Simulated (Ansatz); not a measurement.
Run this with Ansatz 0.2.0, Python API and show what comes out.

Script `xc_be4alcr.py`:
```python
# -*- coding: utf-8 -*-
"""Functional comparison for Be4AlCr (totals differ with the potentials too)."""

import warnings

import ansatz as az
from ase import Atoms
from tabulate import tabulate

ECUT = 510
KMESH = (6, 6, 6)
FILLING = "fermi_dirac"
SIGMA = 0.1

warnings.simplefilter("ignore", az.DeckWarning)

atoms = Atoms(
    ["Be", "Be", "Be", "Be", "Al", "Cr"],
    scaled_positions=[
        (0.373397, 0.373397, 0.373397),
        (0.87981, 0.373397, 0.373397),
        (0.373397, 0.373397, 0.87981),
        (0.373397, 0.87981, 0.373397),
        (0.75, 0.75, 0.75),
        (0.0, 0.0, 0.0),
    ],
    cell=[
        (0.0, 3.085597, 3.085597),
        (3.085597, 0.0, 3.085597),
        (3.085597, 3.085597, 0.0),
    ],
    pbc=True,
)
atoms.set_initial_magnetic_moments([0.0, 0.0, 0.0, 0.0, 0.0, 2.1])
crystal = az.Crystal.from_ase(atoms)

calc = (
    crystal.calculation()
    .basis(ECUT)
    .kpoints(*KMESH)
    .occupations(FILLING, width=SIGMA)
    .spin(az.SpinTreatment.COLLINEAR)
    .forces()
    .stress()
)

rows = []
for value in ["pbesol", "lda", "blyp"]:
    summary = calc.functional(value).run(threads=1).report
    rows.append((value, summary["free_energy_ev"] / len(summary["lattice"]["sites"]), summary["n_iterations"], sum(summary["stress_gpa"][i][i] for i in range(3)) / 3, max(abs(f) for row in summary["forces_ev_ang"] for f in row), summary["magnetization_mub"], summary["n_kpoints"]))

print(tabulate(rows, headers=["functional", "F/atom (eV)", "iterations", "P (GPa)", "max component (eV/A)", "moment (muB)", "k-points"], floatfmt=".4f", tablefmt="simple"))
```

```console
$ python xc_be4alcr.py
functional      F/atom (eV)    iterations    P (GPa)    max component (eV/A)    moment (muB)    k-points
------------  -------------  ------------  ---------  ----------------------  --------------  ----------
pbesol            -705.9356            11    -2.6196                  0.0066          2.9443          16
lda               -698.1885            11    -7.4471                  0.0298          2.8633          16
blyp              -716.1759            11     1.5044                  0.0202          2.9015          16
```

From lowest to highest: LDA (-7.4 GPa), PBEsol (-2.6 GPa) and BLYP (1.5 GPa). At a fixed cell a lower pressure usually means a smaller equilibrium volume, so LDA prefers the smallest cell and BLYP the largest.

Notes:
- Other magnetic orders than the one started from may lie lower.
- BLYP can be off by several per cent in the lattices of metals, and by several GPa in the pressure at a fixed cell.
- For a metal this k-point mesh is coarse: on a finer one energies can move by several to tens of meV an atom and pressures by half a GPa or more, differences at one mesh by less.
- The overall sign of a collinear moment is arbitrary, and semilocal functionals can give small moments to compounds that are paramagnetic.
- Pressure is positive in compression.
- The structure comes from a database of computed cells and needn't be a stable or known phase.
- Total energies of different functionals can't be compared; pressures, moments and gaps at this one structure can.
- Run time: 27 s on 1 thread of Arm Neoverse V1, with other jobs on the host, peak memory 0.44 GiB.
